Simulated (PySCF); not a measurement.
# H2OSZn: the cost of one run

Computed with PySCF 2.14.0; each step states its level. No surroundings beyond the atoms listed, unless a continuum is named. Atoms count from 0, parts from 1.

## 1. Starting point

5 atoms, charge 0, multiplicity 1; geometry: GFN2-xTB. Parts: 1 = atoms 0–2, `[OH][Zn+]`, charge 1; 2 = atoms 3–4, `[SH-]`, charge -1.

## 2. Optimising the geometry at PBE0-D3(BJ)/def2-SVPD

Job settings and geometry (Å):

```
{"job": {"xc": "PBE0", "basis": "def2-SVPD", "d3": "d3bj", "grid": 2, "kind": "geom", "shake": 0.01}, "charge": 0, "multiplicity": 1, "parts": [{"atoms": "0-2", "charge": 1, "multiplicity": 1}, {"atoms": "3-4", "charge": -1, "multiplicity": 1}]}
Zn    -0.581961    -1.068976    -0.394346
O     -0.157332     0.484251     0.243355
H      0.668468     0.736830     0.613469
S     -2.316115    -2.084497    -1.276920
H     -1.796149    -3.275901    -1.481584
```

Command:

```
$ OMP_NUM_THREADS=1 python cluster_run.py task.json out
```

One launch serves the whole session: the jobs run in the order shown.

Q: Estimate the wall time and peak memory of this first job on 1 thread of AMD EPYC 9R45, shared host.

About 17 s, with a peak of 0.44 GiB.
